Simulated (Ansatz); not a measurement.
# Ti3Sn (Cmcm): relaxation of the ions, by script

A script is to give a relaxation of the ions; the system is Ti3Sn (Cmcm).

Computed with the Python package of Ansatz 0.2.0. Level of theory: DFT r2SCAN+D3(BJ) with three-body term, plane waves, PAW.

### 1 Starting point

It takes space group Cmcm (No. 63, orthorhombic). The conventional cell has a = 5.733 Å, b = 10.497 Å, c = 4.741 Å, α = 90.00°, β = 90.00°, γ = 90.00°. Ti (site symmetry m2m) is surrounded by 4 Sn at 2.87 Å and 8 Ti at 2.96 to 2.99 Å. Ti (site symmetry m) is surrounded by 8 Ti at 2.77 to 2.99 Å and 4 Sn at 2.93 to 3.05 Å. Around Sn (site symmetry m2m) lie 12 Ti at 2.87 to 3.05 Å.

No structure file is read: the coordinates are typed or built in the script.

### 2 The script

The input, relax_ti3sn.py:

```python
'''Ionic relaxation of Ti3Sn.'''

import json
import warnings

import ansatz
import matplotlib.pyplot as plt
import numpy as np
from pymatgen.core import Lattice, Structure
from pymatgen.io.ase import AseAtomsAdaptor

DISPERSION = 'd3bjatm'
MAX_ITERATIONS = 80
SMEARING = 'Methfessel-Paxton'
KMESH = (3, 3, 4)

warnings.simplefilter('ignore', ansatz.DeckWarning)

pmg_structure = Structure(
    Lattice([[2.86638, -5.24855, 0.0], [2.86638, 5.24855, 0.0], [0.0, 0.0, 4.74144]]),
    ['Ti', 'Ti', 'Ti', 'Ti', 'Ti', 'Ti', 'Sn', 'Sn'],
    [
        [0.17907, 0.82093, 0.75],
        [0.82093, 0.17907, 0.25],
        [0.16799, 0.3144, 0.75],
        [0.3144, 0.16799, 0.25],
        [0.83201, 0.6856, 0.25],
        [0.6856, 0.83201, 0.75],
        [0.6673, 0.3327, 0.75],
        [0.3327, 0.6673, 0.25],
    ],
)
xtal = ansatz.Crystal.from_ase(AseAtomsAdaptor.get_atoms(pmg_structure))
# push one atom off its site

job = (
    xtal.move(5, to=[0.69908, 0.83597, 0.76055]).calculation()
    .functional(ansatz.Functional.R2SCAN, dispersion=DISPERSION)
    .eigensolver('davidson')
    .scf(max_iterations=MAX_ITERATIONS)
    .occupations(SMEARING)
    .kpoints(*KMESH, center='monkhorst-pack')
    .basis(47 * ansatz.Ry, xc_grid=3)
    .relax(density_extrapolation='none')
)
outcome = job.run(threads=1, backend='cpu', events_out='events.ndjson')
with open('events.ndjson') as stream:
    events = [json.loads(line) for line in stream]
steps = [e['data'] for e in events if e['event'] == 'relax_step']
data = outcome.report
print('step   energy (eV)     max comp. (eV/A)  SCF')
for s in steps:
    print(f'{s["step"]:4d} {s["lagrangian_ev"]:15.5f} {s["allowed_force_max_ev_ang"]:12.4f} {s["n_scf"]:5d}')

first, last = steps[0], steps[-1]
symbols = [site.symbol for site in outcome.lattice.sites]
print(f'energy gained {first["lagrangian_ev"] - last["lagrangian_ev"]:.4f} eV in {len(steps) - 1} steps')

fig, (top, bottom) = plt.subplots(2, 1, sharex=True, figsize=(4.5, 4))
top.plot([s['lagrangian_ev'] - last['lagrangian_ev'] for s in steps], 'o-')
top.set_ylabel('E - E(final) (eV)')
bottom.semilogy([max(s['allowed_force_max_ev_ang'], 1e-6) for s in steps], 's-')
bottom.set(xlabel='step', ylabel='largest force (eV/A)')
fig.tight_layout()
fig.savefig('relax.png', dpi=100)

print('relaxed fractional positions')
for site in outcome.lattice.sites:
    print(f'  {site.symbol:2s}', ' '.join(f'{v % 1:8.5f}' for v in np.round(site.position_frac, 5)))

for key in ('converged', 'n_iterations', 'n_electrons', 'n_kpoints', 'n_pw', 'n_symmetry_ops', 'free_energy_ev', 'fermi_energy_ev'):
    print(f'{key:18s} {data[key]}')
```

### 3 What the engine is handed

The engine receives this input:

```yaml
crystal:
  lattice:
    - [2.86638, -5.24855, 0.0]
    - [2.86638, 5.24855, 0.0]
    - [0.0, 0.0, 4.74144]
  atoms:
    - { symbol: Ti, position: [0.17906999999999995, 0.82093, 0.75] }
    - { symbol: Ti, position: [0.82093, 0.17907, 0.25] }
    - { symbol: Ti, position: [0.16799, 0.3144, 0.75] }
    - { symbol: Ti, position: [0.3144, 0.16799, 0.25] }
    - { symbol: Ti, position: [0.8320099999999999, 0.6856, 0.25] }
    - { symbol: Ti, position: [0.69908, 0.83597, 0.76055] }
    - { symbol: Sn, position: [0.6673, 0.3327, 0.75] }
    - { symbol: Sn, position: [0.3327, 0.6673, 0.25] }
basis:
  ecutwfc: 639.467576780718
  xc_grid: 3
kpoints:
  mp_grid:
    grid: [3, 3, 4]
    shift: [0.0, 0.0, 0.5]
hamiltonian:
  xc: r2scan
  dispersion: d3bjatm
scf:
  max_iter: 80
  occupations:
    method: methfessel_paxton
  eigensolver:
    kind: davidson
relax:
  density_extrapolation: none
```

### 4 Launch

Run with:

```sh
> python relax_ti3sn.py
```

Q: Predict the main results. Wanted: free energy; moves of the relaxation; energy gained; last largest force component.

As calculated:

| quantity | value |
| --- | --- |
| free energy | -27107.9294 eV (-3388.4912 eV/atom) |
| moves of the relaxation | 2 |
| energy gained | 2.6 meV/atom |
| last largest force component | 0.0045 eV/Å |

**Reading.** After 2 moves the largest shift is 0.070 Å, of atom 6 (Ti). The script had first distorted the structure, so the gain undoes that, in part or whole. Within 0.02 Å the atoms end in space group Cmcm, from P1 at the start. The mesh is modest for a metal, so energies can be off by several to tens of meV an atom and pressures by half a GPa or more; differences at equal mesh fare better. Only differences from the Fermi energy are physical; the zero of the scale is a convention. Energies along a relaxation are free energies. A last row that repeats the one before re-solves the same geometry more tightly. This cell is a computed structure, which may not be the phase found in nature.
